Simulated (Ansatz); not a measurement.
# C₂H₈GeSi: up Jacob's ladder to CCSD(T)

Aim: compute C₂H₈GeSi with functionals from several rungs and with coupled cluster. The yardstick is the atomisation energy at the CCSD(T) limit.

Computed with Ansatz 0.2.0, Gaussian basis. Level: functionals in def2-TZVPP, the program's frozen cores in correlated methods.

The runs, in order: LDA (SPW92), PBE-D4, revPBE-D4, BLYP-D4, r2SCAN-D4, B97M-V, PBE0-D4, B3LYP-D4, r2SCANh-D4, r2SCAN0-D4, HSE06-D4, BHLYP-D4, CAM-B3LYP-D4, LC-ωPBE, ωB97X-V, ωB97M-V, B2PLYP, PBE-QIDH; CCSD(T)/def2-SVP; CCSD(T)/def2-TZVPP; MP2/def2-QZVPP; extrapolation to the limit; RPA on PBE.

## 1. The relaxed structure

All runs share one geometry, relaxed beforehand with PBE0-D4 in a triple-zeta def2 set.

SMILES `[SiH3]/C=[CH]/[GeH3]`, 12 atoms, charge 0, spin multiplicity 1.

Atoms are counted from 1 here; the program's logs count them from 0.

Bond lengths: Si1–C2 1.863 Å, Si1–H5 1.487 Å, Si1–H6 1.488 Å, Si1–H7 1.488 Å, C2–C3 1.334 Å, C2–H8 1.091 Å, C3–Ge4 1.943 Å, C3–H9 1.090 Å, Ge4–H10 1.537 Å, Ge4–H11 1.539 Å, Ge4–H12 1.539 Å. Angles: C2–Si1–H5 108.8°, C2–Si1–H6 110.7°, C2–Si1–H7 110.7°, H5–Si1–H6 109.5°, H5–Si1–H7 109.5°, H6–Si1–H7 107.6°, Si1–C2–C3 123.2°, Si1–C2–H8 118.2°, C3–C2–H8 118.6°, C2–C3–Ge4 123.6°, C2–C3–H9 119.0°, Ge4–C3–H9 117.4°, C3–Ge4–H10 108.3°, C3–Ge4–H11 110.4°, C3–Ge4–H12 110.4°, H10–Ge4–H11 109.7°, H10–Ge4–H12 109.8°, H11–Ge4–H12 108.1°.

## 2. LDA

This LDA is Slater exchange with PW92 correlation.

The input, in.yaml:

```yaml
crystal:
  periodic: [false, false, false]
  atoms:
    - {symbol: Si, position_ang: [-0.325708, 2.295287, 0.130359]}
    - {symbol: C, position_ang: [-0.294562, 0.497446, -0.358511]}
    - {symbol: C, position_ang: [0.301109, -0.447799, 0.371116]}
    - {symbol: Ge, position_ang: [0.340808, -2.325786, -0.127339]}
    - {symbol: H, position_ang: [0.402157, 2.455666, 1.416592]}
    - {symbol: H, position_ang: [0.320730, 3.136541, -0.913514]}
    - {symbol: H, position_ang: [-1.726020, 2.773661, 0.290128]}
    - {symbol: H, position_ang: [-0.788129, 0.206811, -1.287119]}
    - {symbol: H, position_ang: [0.796026, -0.164385, 1.299972]}
    - {symbol: H, position_ang: [-0.410573, -2.489058, -1.458525]}
    - {symbol: H, position_ang: [-0.331868, -3.184517, 0.958158]}
    - {symbol: H, position_ang: [1.793129, -2.808967, -0.287117]}
basis:
  gaussian: {orbitals: def2-TZVPP}
hamiltonian: {xc: lda}
output: {orbitals: {seedname: orbitals}}
```

The run is started by

```bash
ansatz run in.yaml --threads 4 --pin off --events-out ev --progress --plain --max-ram 10444MiB
```

The runs that follow: PBE-D4 (GGA); revPBE-D4 (GGA); BLYP-D4 (GGA); r2SCAN-D4 (meta-GGA); B97M-V (meta-GGA); B3LYP-D4 (hybrid); r2SCANh-D4 (hybrid); r2SCAN0-D4 (hybrid); HSE06-D4 (hybrid); BHLYP-D4 (hybrid); CAM-B3LYP-D4 (range-separated); LC-ωPBE (range-separated); ωB97X-V (range-separated); ωB97M-V (range-separated); B2PLYP (double hybrid); PBE-QIDH (double hybrid); CCSD(T) in def2-SVP; CCSD(T) in def2-TZVPP; MP2 in def2-QZVPP; RPA on PBE orbitals.

Q: Predict the results of all the runs planned. Wanted: atomisation energy, CCSD(T)/CBS; farthest beyond LDA; mean size of error, GGA; mean size of error, meta-GGA; mean size of error, hybrid; mean size of error, range-separated; mean size of error, double hybrid; gap, smallest and largest; T1 diagnostic.

As calculated:

| quantity | value |
| --- | --- |
| atomisation energy, CCSD(T)/CBS | 955.3 kcal/mol |
| functionals within 9.6 kcal/mol (1.0 %) | PBE-D4, r2SCAN-D4, B97M-V, PBE0-D4, B3LYP-D4, r2SCANh-D4, HSE06-D4, CAM-B3LYP-D4, ωB97X-V, ωB97M-V, PBE-QIDH |
| farthest beyond LDA | BHLYP-D4 (-18.6 kcal/mol) |
| mean size of error, GGA | 9.3 kcal/mol |
| mean size of error, meta-GGA | 3.0 kcal/mol |
| mean size of error, hybrid | 8.4 kcal/mol |
| mean size of error, range-separated | 4.5 kcal/mol |
| mean size of error, double hybrid | 11.2 kcal/mol |
| gap, smallest and largest | 5.02 eV (LDA (SPW92)), 12.14 eV (LC-ωPBE) |
| T1 diagnostic | 0.0120 |
| triples share of the correlation energy | 3.9 % |

**Reading.** The LDA atomisation energy is off by 111.6 kcal/mol (12 %): it overbinds. PBE-D4 is off by -0.1 kcal/mol. Double hybrids carry the basis error of their MP2 part in triple zeta, and no dispersion term here, so their miss is partly the set-up's. The rungs meta-GGA, range-separated, hybrid, GGA miss on average by less than the doubt on the reference (9.6 kcal/mol), so they tie. Misses under about 9.6 kcal/mol are within the doubt on the reference itself, which lacks core-valence correlation, relativity and higher excitations, and its outer-core shells are covered unevenly. Hartree-Fock recovers 75 % of the binding; the rest is correlation. CCSD(T) in def2-SVP is off by -49.8 kcal/mol, which most functionals beat. The gap grows from 5.0 to 12.1 eV across the functionals, mostly with the share of exact exchange. Correlated methods include outer-core shells of Ge, which these sets cover unevenly.
